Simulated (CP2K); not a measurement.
Write the native input for CP2K 2026.2 that does the following.

* Task: band structure
* Functional: PBE
* Potentials or basis: POTENTIAL_UZH Si GTH-PBE-q4, F GTH-PBE-q7; TZVP-MOLOPT-PBE-GTH basis
* Density cutoff: 10204 eV
* k mesh: 9 × 9 × 9
* Occupations: fermi-dirac, width 0.01 eV
* Spin: no spin polarisation
* SCF solver: diagonalisation with k points
* Quickstep method: GPW
* EPS_DEFAULT: 1.0E-10
* EPS_SCF: 1.0E-6
* MAX_SCF: 100
* SCF_GUESS: ATOMIC
* k points reduced by the point group: yes
* Mesh centred on Gamma: yes
* CHOLESKY: OFF
* EPS_EIGVAL: 1.0E-7
* MIXING METHOD: BROYDEN_MIXING
* MIXING ALPHA: 0.4
* NBUFFER: 8
* NGRIDS: 5
* Basis sets: Si TZVP-MOLOPT-PBE-GTH-q4, F TZVP-MOLOPT-PBE-GTH-q7
* Potentials: Si GTH-PBE-q4 of POTENTIAL_UZH, F GTH-PBE-q7 of POTENTIAL_UZH
* ADDED_MOS: [10]
* Points a segment of the path (NPOINTS): 10
* Bands added on the path: 4
* REL_CUTOFF (Ry): 60 Ry
* MIXING BETA (1/bohr): 1.5 1/bohr
* CUTOFF of the grids: 750 Ry

Crystal: SiF.

```
CELL_PARAMETERS angstrom
3.02860 0.00000 0.00000
0.00000 3.02860 0.00000
0.00000 0.00000 3.02860
ATOMIC_POSITIONS crystal
Si 0.50000 0.50000 0.50000
F 0.00000 0.00000 0.00000
```

The cell was built by a generator and needn't be a form met in nature.

One way to write it, as run:

sif_bands.inp

```
&GLOBAL
  PROJECT sif_bands
  RUN_TYPE ENERGY_FORCE
  PRINT_LEVEL LOW
&END GLOBAL
&FORCE_EVAL
  METHOD QS
  STRESS_TENSOR ANALYTICAL
  &DFT
    BASIS_SET_FILE_NAME BASIS_MOLOPT_UZH
    POTENTIAL_FILE_NAME POTENTIAL_UZH
    &MGRID
      CUTOFF 750
      REL_CUTOFF 60
      NGRIDS 5
    &END MGRID
    &QS
      METHOD GPW
      EPS_DEFAULT 1.0E-10
    &END QS
    &KPOINTS
      SCHEME MONKHORST-PACK 9 9 9
      GAMMA_CENTERED T
      SYMMETRY T
      SYMMETRY_BACKEND SPGLIB
    &END KPOINTS
    &SCF
      SCF_GUESS ATOMIC
      EPS_SCF 1.0E-6
      MAX_SCF 100
      ADDED_MOS 10
      CHOLESKY OFF
      EPS_EIGVAL 1.0E-7
      &DIAGONALIZATION ON
        ALGORITHM STANDARD
      &END DIAGONALIZATION
      &MIXING ON
        METHOD BROYDEN_MIXING
        ALPHA 0.4
        BETA 1.5
        NBUFFER 8
      &END MIXING
      &SMEAR ON
        METHOD FERMI_DIRAC
        ELECTRONIC_TEMPERATURE [K] 116.045
      &END SMEAR
    &END SCF
    &XC
      &XC_FUNCTIONAL PBE
      &END XC_FUNCTIONAL
    &END XC
    &PRINT
      &KPOINTS ON
      &END KPOINTS
      &MULLIKEN ON
      &END MULLIKEN
      &MO ON
        ENERGIES T
        OCCUPATION_NUMBERS T
        &EACH
          QS_SCF 0
        &END EACH
        ADD_LAST NUMERIC
      &END MO
      &BAND_STRUCTURE
        FILE_NAME bands.bs
        ADDED_MOS 4
        &KPOINT_SET
          UNITS B_VECTOR
          NPOINTS 10
          SPECIAL_POINT GAMMA 0.00000000 0.00000000 0.00000000
          SPECIAL_POINT X 0.00000000 0.50000000 0.00000000
          SPECIAL_POINT M 0.50000000 0.50000000 0.00000000
          SPECIAL_POINT GAMMA 0.00000000 0.00000000 0.00000000
          SPECIAL_POINT R 0.50000000 0.50000000 0.50000000
          SPECIAL_POINT X 0.00000000 0.50000000 0.00000000
        &END KPOINT_SET
        &KPOINT_SET
          UNITS B_VECTOR
          NPOINTS 10
          SPECIAL_POINT M 0.50000000 0.50000000 0.00000000
          SPECIAL_POINT R 0.50000000 0.50000000 0.50000000
        &END KPOINT_SET
      &END BAND_STRUCTURE
    &END PRINT
  &END DFT
  &SUBSYS
    &CELL
      A 3.0286000000 0.0000000000 0.0000000000
      B 0.0000000000 3.0286000000 0.0000000000
      C 0.0000000000 0.0000000000 3.0286000000
      PERIODIC XYZ
    &END CELL
    &COORD
      SCALED
      Si  0.5000000000 0.5000000000 0.5000000000
      F   0.0000000000 0.0000000000 0.0000000000
    &END COORD
    &KIND Si
      BASIS_SET TZVP-MOLOPT-PBE-GTH-q4
      POTENTIAL GTH-PBE-q4
    &END KIND
    &KIND F
      BASIS_SET TZVP-MOLOPT-PBE-GTH-q7
      POTENTIAL GTH-PBE-q7
    &END KIND
    &PRINT
      &ATOMIC_COORDINATES ON
      &END ATOMIC_COORDINATES
      &CELL ON
      &END CELL
      &SYMMETRY ON
      &END SYMMETRY
    &END PRINT
  &END SUBSYS
  &PRINT
    &FORCES ON
    &END FORCES
    &STRESS_TENSOR ON
    &END STRESS_TENSOR
  &END PRINT
&END FORCE_EVAL
```

Potentials or basis: POTENTIAL_UZH Si GTH-PBE-q4, F GTH-PBE-q7; TZVP-MOLOPT-PBE-GTH basis.

Launch:

```bash
$ OMP_NUM_THREADS=1 cp2k.psmp -i sif_bands.inp -o sif_bands.out
```

Results of the run:

```json
{
  "Pressure": "0.2 GPa",
  "Band gap on the k mesh": "none (metal or under the smearing width)",
  "Mulliken charges": "Si +0.43; F -0.43 e"
}
```

Caveat: Mulliken charges move with the basis; the basis of atomic orbitals isn't converged, which shifts pressures, moduli and gaps; an odd number of electrons without spin polarisation forces a metal; a magnetic or distorted state may lie lower.

Wall time 27 s on 1 thread of Arm Neoverse V1, with other jobs on the host, peak memory 0.28 GiB.
